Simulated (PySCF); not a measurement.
# C6H5ClO2: the cost of one run

The runs use PySCF 2.14.0, with density-fitted response routines of our own; the level of theory stands in each step. All values are computed, except where a source is named. Atoms are numbered from 0 throughout.

## 1. The starting structure

14 atoms, charge 0, multiplicity 1; geometry from: GFN2-xTB.

Bonds of the start (Å): C0–C1 1.49, C1–C2 1.37, C2–O3 1.33, O3–C4 1.35, C4–C5 1.44, C5–O6 1.19, C5–Cl7 1.77, C4–C8 1.38, C8–C1 1.41, C0–H9 1.09, C0–H10 1.09, C0–H11 1.09, C2–H12 1.07, C8–H13 1.07.

## 2. TDDFT and polarisability: CAM-B3LYP/def2-SVPD

Job settings and geometry (Å):

```
{"job": {"kind": "uv", "xc": "CAM-B3LYP", "basis": "def2-SVPD", "nstates": 8, "ntriplets": 3}, "charge": 0, "multiplicity": 1}
C     -2.335366     0.135219     0.197997
C     -0.883039    -0.133068     0.025282
C     -0.282911    -1.318806    -0.321030
O      1.041904    -1.199216    -0.383618
C      1.339947     0.081302    -0.076484
C      2.699657     0.555882    -0.050605
O      3.074337     1.661291     0.191769
Cl     3.860770    -0.724410    -0.433095
C      0.178088     0.781196     0.184545
H     -2.910523    -0.769886     0.025306
H     -2.534941     0.496006     1.205376
H     -2.664347     0.901284    -0.501838
H     -0.701178    -2.282493    -0.540612
H      0.116926     1.815226     0.454841
```

Level: TDDFT CAM-B3LYP/def2-SVPD, vertical, gas phase, core orbitals frozen in the response.

On the command line:

```
$ OMP_NUM_THREADS=1 python probes_run.py task.json out
```

One launch serves the whole session: the jobs run in the order shown.

Q: Estimate the wall time and peak memory of this job on 1 thread of Arm Neoverse V2, shared host.

About 67 s, with a peak of 1.1 GiB.
